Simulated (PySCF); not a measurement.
# PtCl₂: triplet, from a linear start

Where does triplet PtCl₂ go from a linear start, is the end point a minimum, and what are its modes, charges and moments?

Program: PySCF 2.14.0. Level of theory: PBE0, basis Pt def2-TZVP with ECP60, Cl def2-TZVP, scalar-relativistic core potentials, no spin–orbit coupling, density fitting. These are calculated values, not measurements.

## 1. The starting structure

3 atoms, charge 0, spin multiplicity 3.

Bond lengths: Pt1–Cl2 2.220 Å, Pt1–Cl3 2.220 Å. Angles: Cl2–Pt1–Cl3 180.0°.

```xyz
3
charge 0 multiplicity 3
Pt    0.0000    0.0000    0.0000
Cl    0.0000    0.0000    2.2200
Cl    0.0000    0.0000   -2.2200
```

## 2. First SCF at the start

One driver script runs all steps and calls PySCF; scf.py shows how it sets up the SCF of each step. The optimiser is the driver's own. After this first run the driver tries any further starts and a stability analysis.

Input file scf.py:

```python
from pyscf import gto, scf, dft
mol = gto.M(atom='''
Pt     0.000000     0.000000     0.000000
Cl     0.000000     0.000000     2.220000
Cl     0.000000     0.000000    -2.220000''',
    basis={'Pt': 'def2-TZVP', 'Cl': 'def2-TZVP'},
    ecp={'Pt': 'def2-TZVP'},
    charge=0, spin=2)
mf = dft.UKS(mol, xc='PBE0')
mf.grids.atom_grid = (50, 194)
aux = {'Pt': 'def2-universal-JKFIT', 'Cl': 'def2-universal-JKFIT'}
mf = mf.density_fit(auxbasis=aux)
mf.conv_tol = 1e-08
mf.diis_space = 10
mf.max_cycle = 60
mf.init_guess = 'minao'
mf.verbose = 4
mf.kernel()
```

Started as:

```sh
OMP_NUM_THREADS=4 python axn.py task.json out
```

What it wrote:

```text
init E= -1024.38695097214
[... the frontier-level lines of each cycle are left out ...]
cycle= 1 E= -1038.80729307178  delta_E= -14.4  |g|= 1.15  |ddm|= 5.48
cycle= 2 E= -1027.4324544047  delta_E= 11.4  |g|=  3.5  |ddm|= 8.85
cycle= 3 E= -1039.41637293009  delta_E=  -12  |g|= 0.34  |ddm|= 8.71
cycle= 4 E= -1039.48910682906  delta_E= -0.0727  |g|= 0.138  |ddm|= 0.443
cycle= 5 E= -1039.49602658455  delta_E= -0.00692  |g|= 0.0768  |ddm|=  0.1
cycle= 6 E= -1039.49760763574  delta_E= -0.00158  |g|= 0.0512  |ddm|= 0.0523
cycle= 7 E= -1039.49871864195  delta_E= -0.00111  |g|= 0.0151  |ddm|= 0.0429
cycle= 8 E= -1039.49882310548  delta_E= -0.000104  |g|= 0.00109  |ddm|= 0.0152
cycle= 9 E= -1039.4988237427  delta_E= -6.37e-07  |g|= 0.000623  |ddm|= 0.00156
cycle= 10 E= -1039.4988239606  delta_E= -2.18e-07  |g|= 0.000133  |ddm|= 0.00069
cycle= 11 E= -1039.49882397098  delta_E= -1.04e-08  |g|= 1.7e-05  |ddm|= 0.000185
cycle= 12 E= -1039.49882397116  delta_E= -1.82e-10  |g|= 1.23e-06  |ddm|= 2.41e-05
Extra cycle  E= -1039.49882397116  delta_E= -2.27e-13  |g|= 1.73e-06  |ddm|= 3.52e-06
converged SCF energy = -1039.49882397116  <S^2> = 2.0082218  2S+1 = 3.0054762
```

This step, with its further starts and checks, needed 12 s of wall time on 4 threads, shared host.

The starts that the driver tried:

```tsv
start	energy (Eh)
the minimal-basis guess	-1039.498824
a thermally smeared density	-1039.498824
a smeared PBE density	-1039.498824
```

No lower solution of this spin turned up from the other starts or in the test of internal stability.

## 3. Linear start, triplet: relaxation

The program finds D∞h symmetry in the start, which this walk keeps. The walk stops when the largest gradient is under 0.0003 Eh/bohr and the energy has settled too.

Changes to scf.py since step 2:

```diff
@@ -16 +15,0 @@
-mf.init_guess = 'minao'
```

Energy and gradient, step by step:

```tsv
step	energy (Eh)	change (kJ/mol)	largest symmetric gradient (Eh/bohr)
0	-1039.498824	0.00	0.02270
1	-1039.501708	-7.57	0.00261
2	-1039.501736	-7.65	0.00048
3	-1039.501738	-7.65	0.00000
```

The walk took 6.8 s.

Geometry (Å) and forces (eV/Å) at some steps:

```
step 0
Pt   0.000   0.000   0.000   0.000   0.000   0.000
Cl   0.000   0.000   2.220   0.000   0.000  -1.167
Cl   0.000   0.000  -2.220   0.000   0.000   1.167
step 1
Pt   0.000   0.000   0.000   0.000   0.000   0.000
Cl   0.000   0.000   2.162   0.000   0.000  -0.134
Cl   0.000   0.000  -2.162   0.000   0.000   0.134
step 2
Pt   0.000   0.000   0.000   0.000   0.000   0.000
Cl   0.000   0.000   2.154   0.000   0.000   0.025
Cl   0.000   0.000  -2.154   0.000   0.000  -0.025
step 3
Pt   0.000   0.000   0.000   0.000   0.000   0.000
Cl   0.000   0.000   2.156   0.000   0.000   0.000
Cl   0.000   0.000  -2.156   0.000   0.000   0.000
```

It settles in D∞h symmetry, 7.7 kJ/mol below the start, after 3 steps: Pt–Cl 2.156 Å (×2); Cl–Pt–Cl 180.0°.

## 4. Vibrations and properties at this point

On the finer grid the gradient is checked again; gradients at displacements of ±0.02 bohr then give force constants and infrared intensities.

Changes to scf.py since step 3:

```diff
@@ -3,3 +3,3 @@
-Pt     0.000000     0.000000     0.000000
-Cl     0.000000     0.000000     2.220000
-Cl     0.000000     0.000000    -2.220000''',
+Pt     0.000000    -0.000000     0.000000
+Cl     0.000000     0.000000     2.155857
+Cl    -0.000000    -0.000000    -2.155857''',
@@ -10 +10 @@
-mf.grids.atom_grid = (50, 194)
+mf.grids.atom_grid = (75, 302)
@@ -13 +13 @@
-mf.conv_tol = 1e-08
+mf.conv_tol = 1e-10
```

This SCF starts from the last density.

SCF at the final geometry:

```text
init E= -1039.50177090245
[... the frontier-level lines of each cycle are left out ...]
cycle= 1 E= -1039.50177090242  delta_E= 2.5e-11  |g|= 8.27e-06  |ddm|= 8.81e-06
Extra cycle  E= -1039.50177090226  delta_E= 1.65e-10  |g|= 2.07e-05  |ddm|= 2.25e-05
converged SCF energy = -1039.50177090226  <S^2> = 2.0084681  2S+1 = 3.0056401
```

The whole step took 21 s.

Geometry: D∞h; Pt–Cl 2.156 Å (×2); Cl–Pt–Cl 180.0°.

Harmonic modes (main isotopes):

| symmetry | ω (cm⁻¹) | IR (km/mol) | type |
| --- | --- | --- | --- |
| πu | 76 | 0.5 | bend |
| σg+ | 409 | 0.0 | stretch |
| σu+ | 434 | 96.0 | stretch |

All wavenumbers are real: a minimum.

Constants and moments:

```
Dipole moment                                                   : 0.00 D
Highest occupied level                                          : -8.44 eV
Lowest empty level                                              : -5.27 eV
Rotational constants                                            : 0.05186 cm⁻¹
Zero-point energy                                               : 6.0 kJ/mol
Principal polarisabilities                                      : 40.2, 40.2, 113.7 bohr³
Atomisation energy without zero-point energy                    : 662 kJ/mol
Principal traceless quadrupole moments about the centre of mass : -0.04, 0.02, 0.02 D Å
Entropy at 298.15 K and 1 bar (electronic part: spin only)      : 299.8 J/(mol K)
Heat capacity Cp at 298.15 K                                    : 57.5 J/(mol K)
Enthalpy at 298.15 K above 0 K                                  : 14.30 kJ/mol
Rotational symmetry number                                      : 2
Spin squared ⟨S²⟩                                               : 2.008
```

Populations by atom (charges in e):

```tsv
atom	Mulliken	Löwdin	polar tensor	spin (Mulliken)	Mayer order to Pt1
Pt1	0.47	-0.17	0.83	1.25	–
Cl2,3	-0.24	0.09	-0.41	0.38	1.23
```

Mulliken populations on Pt1 (outside its core potential): s 2.97, p 6.23, d 8.31, f 0.02.

## 5. Fields at the lowest minimum

The plane holds Pt1 at (0.00, 0.00), Cl2 at (2.16, 0.00), Cl3 at (-2.16, 0.00) Å. Columns run from x = -4.05 to 4.35 Å, rows from y = 2.25 (top) to -1.95 Å, in steps of 0.3 Å. Electrons inside core potentials are absent.

Density (cut at 5 e/Å³):

Ten steps from '0' (0.000 e/Å³) to '9' (5.000 e/Å³), finer at the low end (step k begins (100^(k/10) - 1)/99 of the way up):
```
00000000000000000000000000000
00000000000000000000000000000
00000111100111111001111000000
00011222211223322112222110000
00123444433345543334444321000
00135676654578875456676531000
01246788765799997567887642100
01257999876895598678999752100
01257999876895598678999752100
01246788765799997567887642100
00135676654578875456676531000
00123444433345543334444321000
00011222211223322112222110000
00000111100111111001111000000
00000000000000000000000000000
```

ELF (0 where the density is under 0.005 e/Å³):

Ten even steps from '0' (0.00) to '9' (0.89):
```
00000000000001100000000000000
00001121000112211000121100000
00123454211133331112454321000
00246777521234432125777642000
01478999852235532258999874100
03689999973247742379999986300
14799611883378873388116997410
14799099283590095382990997410
14799099283590095382990997410
14799611883378873388116997410
03689999973247742379999986300
01478999852235532258999874100
00246777521234432125777642000
00123454211133331112454321000
00001121000112211000121100000
```

Electrostatic potential (cut at 20 V):

Ten steps from '0' (-0.03 V) to '9' (20.00 V), finer at the low end (step k begins (100^(k/10) - 1)/99 of the way up):
```
00000000001111111100000000000
00000000112222222211000000000
00011222223344443322222110000
01123444444566665444444321100
11245677666788887666776542110
12357999977999999779999753211
13479999999999999999999974311
23589999999999999999999985321
23589999999999999999999985321
13479999999999999999999974311
12357999977999999779999753211
11245677666788887666776542110
01123444444566665444444321100
00011222223344443322222110000
00000000112222222211000000000
```

Values on the line from Pt1 (at 0) through Cl2 (at 2.156 Å):

```tsv
distance (Å)	density (e/Å³)	ELF	electrostatic potential (V)	spin density (e/Å³)
-0.75	2.62	0.545	46.1	0.0229
0.86	1.54	0.341	30.7	0.0145
1.08	0.953	0.356	17.6	0.00174
1.29	1.21	0.748	19.5	-0.0103
1.51	1.82	0.695	41.4	-0.0187
1.72	3.12	0.0881	110	-0.0139
1.94	54.6	0.86	397	0.00411
2.26	197	0.407	1.25e+03	-0.0258
2.48	10.6	0.451	192	-0.00953
2.69	2.02	0.315	65.5	-0.031
2.91	1.19	0.854	24.4	-0.0255
3.13	0.548	0.852	9.39	-0.0133
3.34	0.226	0.771	3.77	-0.00551
```

Making the fields took 1.2 s.

## 6. Outcome

```
                                          quantity                                value
                                           minimum                         triplet, D∞h
                                          geometry  Pt–Cl 2.156 Å (×2); Cl–Pt–Cl 180.0°
                                wavenumbers (cm⁻¹)        76 (πu), 409 (σg+), 434 (σu+)
                                     dipole moment                               0.00 D
highest occupied, lowest empty level (either spin)                      -8.44, -5.27 eV
                        polar-tensor charge of Pt1                              +0.83 e
                                 zero-point energy                           6.0 kJ/mol
                               entropy at 298.15 K                      299.8 J/(mol K)
         atomisation energy (no zero-point energy)                           662 kJ/mol
                                              ⟨S²⟩                                2.008
```

What this shows: The linear start keeps its D∞h symmetry and ends in a minimum. In the infrared the band at 434 cm⁻¹ (σu+, stretch) leads. Pt1 has a polar-tensor charge of +0.8 e (a dipole derivative, not a static charge), yet symmetry cancels the bond dipoles. Most of the spin sits on Pt1 (Mulliken spin 1.25, against 2 for the whole molecule). Other starts or spin states, not run here, may lie lower. One determinant may miss the lowest occupation of an open d or f shell. Spin–orbit coupling, left out here, can matter for elements this heavy.

The search up to here needed 40 s of wall time on 4 threads, shared host.
